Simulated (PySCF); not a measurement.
**SiHCl3 (trichlorosilane): levels of theory compared**

Aim: a comparison of 6 runs (B2PLYP/def2-SVPD, B3LYP/def2-SVPD, BLYP/def2-SVPD, PBE/def2-SVPD, r2SCAN/def2-SVPD, revPBE/def2-SVPD) of SiHCl3 (trichlorosilane). The job is set up through a Python script.

The results are computed with PySCF 2.14.0.

2 further runs of the same task are left out: 2 set aside as unsound or not needed.

## 1. The structure to begin with

SiHCl3 has 5 atoms, charge 0, and is taken as a singlet. SMILES: `Cl[SiH](Cl)Cl`. The Si2–Cl3 distance was set to 3.653 Å, away from the relaxed value. At this shape a bond of the SMILES string is far longer than usual.

Bond lengths: Cl1–Si2 2.030 Å, Si2–Cl4 2.030 Å, Si2–H5 1.469 Å. Angles: Cl1–Si2–Cl4 109.5°, Cl1–Si2–H5 109.5°, Cl4–Si2–H5 109.4°. A long bond or contact: Si2–Cl3 3.653 Å.

## 2. The energy at B2PLYP/def2-SVPD (run 1)

Contents of run.py:

```python
from pyscf import gto, dft, mp

mol = gto.M(
    atom='''
Cl     3.045732    -4.022284     2.542158
Si    -0.303297    -2.966418     0.999310
Cl     0.033448     3.654163    -0.928404
Cl    -1.049210    -5.154400    -2.061347
H     -2.325323    -3.280812     2.875260
''',
    basis='def2-svpd',
    verbose=3,
    max_memory=1860,
    unit='bohr',
)

mf = dft.RKS(mol, xc='0.53*HF + 0.47*B88, 0.73*LYP')
mf.conv_tol = 1e-10
mf.grids.level = 5
mf.kernel()
if not mf.converged:
    mf = mf.newton().run(mf.mo_coeff, mf.mo_occ)

pt = mp.MP2(mf, frozen=20).run()
energy = mf.e_tot + 0.27 * pt.e_corr
print('PT2 part  %.8f' % (0.27 * pt.e_corr))
print(f'total energy: {energy:.8f} hartree')
```

The run is started by

```bash
OMP_NUM_THREADS=1 python run.py
```

Standard output:

```text
converged SCF energy = -1669.45442569409
E(RMP2) = -1670.1478893446  E_corr = -0.693463650514081
E(SCS-RMP2) = -1670.13175392303  E_corr = -0.677328228940523
PT2 part  -0.18723519
total energy: -1669.64166088 hartree
```

It took 23 s on 1 thread of Arm Neoverse V2, shared host; peak memory 0.61 GiB.

## 3. The energy at B3LYP/def2-SVPD (run 2)

Contents of calc.py:

```python
from pyscf import gto, dft

mol = gto.M(
    atom='''
Cl     1.611732    -2.128501     1.345252
Si    -0.160498    -1.569761     0.528812
Cl     0.017700     1.933700    -0.491290
Cl    -0.555218    -2.727591    -1.090818
H     -1.230508    -1.736131     1.521522
''',
    verbose=3,
    basis='def2-svpd',
    max_memory=1860,
    spin=0,
)

ks = dft.RKS(mol)
ks.xc = 'b3lyp'
ks.conv_tol = 1e-10
ks.grids.level = 5
ks.kernel()
if not ks.converged:
    ks = ks.newton().run(ks.mo_coeff, ks.mo_occ)

e_final = ks.e_tot
print(f'total energy: {e_final:.8f} hartree')
```

The run is started by

```bash
OMP_NUM_THREADS=1 python calc.py
```

Standard output:

```text
converged SCF energy = -1670.26032956539
total energy: -1670.26032957 hartree
```

Wall time 24 s (1 thread of Arm Neoverse V2, shared host); peak memory 0.61 GiB.

Runs 3 to 5 aren't shown in full; the table further down has their settings and results.

## 4. A single-point energy at revPBE/def2-SVPD (run 6)

Contents of run.py:

```python
from pyscf import gto, dft

molecule = gto.M(
    atom='''
Cl       1.611732      -2.128501       1.345252
Si      -0.160498      -1.569761       0.528812
Cl       0.017700       1.933700      -0.491290
Cl      -0.555218      -2.727591      -1.090818
H       -1.230508      -1.736131       1.521522
''',
    verbose=3,
    spin=0,
    charge=0,
    basis='def2-svpd',
    max_memory=1860,
)

ks = dft.RKS(molecule, xc='revpbe')
ks.grids.level = 5
ks.conv_tol = 1e-10
ks.kernel()
if not ks.converged:
    ks = ks.newton().run(ks.mo_coeff, ks.mo_occ)

e_final = ks.e_tot
print('E(%s) = %.9f' % ('REVPBE', e_final))
```

The run is started by

```bash
OMP_NUM_THREADS=1 python run.py
```

Standard output:

```text
converged SCF energy = -1669.89335887075
E(REVPBE) = -1669.893358871
```

Run time: 30 s. Hardware: 1 thread of Arm Neoverse V2, shared host; peak memory 0.61 GiB.

## 5. All runs side by side

```
run             level  frozen core orbitals   energy (Eh)  dipole moment (D)  HOMO energy (eV)  LUMO energy (eV)  wall time
  1  B2PLYP/def2-SVPD                    20  -1669.641661               7.69             -8.50             -4.38       23 s
  2   B3LYP/def2-SVPD                     –  -1670.260330               6.79             -7.29             -5.48       24 s
  3    BLYP/def2-SVPD                     –  -1670.196538               6.37             -6.12             -5.70       39 s
  4     PBE/def2-SVPD                     –  -1669.491811               6.44             -6.26             -5.84       28 s
  5  r2SCAN/def2-SVPD                     –  -1670.088644               6.72             -6.51             -5.88       52 s
  6  revPBE/def2-SVPD                     –  -1669.893359               6.46             -6.22             -5.80       30 s
```

## 6. Outcome

```
            quantity           value
 run 6: total energy  -1669.89336 Eh
run 6: dipole moment          6.46 D
  run 6: HOMO energy        -6.22 eV
  run 6: LUMO energy        -5.80 eV
run 6: HOMO–LUMO gap         0.42 eV
```

The dipole moment (its size) runs from 6.37 D (BLYP/def2-SVPD) to 7.69 D (B2PLYP/def2-SVPD). A double hybrid's value is that of its SCF part. The HOMO–LUMO gap runs from 0.41 eV (BLYP/def2-SVPD) to 4.12 eV (B2PLYP/def2-SVPD). Totals of different functionals can't be ranked against each other. In runs 1, 2, 3, 4, 5, 6 a closed-shell determinant meets a far-stretched bond, which it describes badly. All runs together took 3.3 min, the longest 52 s.
